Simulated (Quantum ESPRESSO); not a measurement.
Runs of Quantum ESPRESSO 7.5 on BeB5. Symmetry: F-43m, No. 216, cubic system. Conventional cell: a = 5.548 Å, b = 5.548 Å, c = 5.548 Å, α = 90.00°, β = 90.00°, γ = 90.00°. Be (site symmetry -43m) has 16 B at 2.30 to 2.40 Å as nearest neighbours. B (site symmetry -43m) is surrounded by 12 B at 2.30 Å and 4 Be at 2.40 Å. B (site symmetry 3m) has 6 B at 1.96 Å as nearest neighbours. The cell was built by a generator and needn't be a form met in nature.

```csv
task,level,potentials or basis,cell,k mesh,cutoff (eV),smearing,mixing beta,rVV10 parameter b,dos occupations,most ionic steps,forc conv thr,other keys,gap on the mesh (eV),pressure (GPa)
single point,PBE,SSSP 1.3 efficiency PBE,as given,8 × 8 × 8,748,fermi-dirac 0.05 eV,0.5,-,-,-,-,-,none,-18.2
projected density of states,rPW86PBE+rVV10,PseudoDojo 0.5 SR PBE stringent,as given,8 × 8 × 8,1878,gaussian 0.136 eV,0.5,6.3,tetrahedra_opt,-,-,verbose = yes; ecut_scale = 1.3,none,(a)
band structure,PBE+D3(BJ),GBRV 1.5 LDA,as given,12 × 12 × 12,612,gaussian 0.1 eV,0.1,-,-,-,-,mixing_beta = 0.1; k = 12 × 12 × 12; verbose = yes,none,-24.9
relaxation of cell and atoms,revPBE+D3(BJ),GBRV 1.5 PBEsol,relaxed to 0.3 kbar,8 × 8 × 8,612,methfessel-paxton 0.136 eV,0.5,-,-,40,0.0004 Ry/bohr,-,none,0.0
relaxation of cell and atoms,RPBE+D3(BJ),SPMS 1.0 PBE,relaxed,8 × 8 × 8,952,methfessel-paxton 0.136 eV,0.5,-,-,-,-,-,none,0.0
```

Alike in all rows: no spin polarisation.

Fill in the values left out.

(a) -16.6.

Caveats: the potentials were made for another functional, which shifts forces and pressure (some runs); pairwise dispersion overbinds metals, which lowers pressure and volume (some runs); so large a pressure means that the cell lies far from this level's equilibrium, or that cutoff or potentials fall short (some runs).

A gap of «none» marks a metal or a gap under the smearing width.
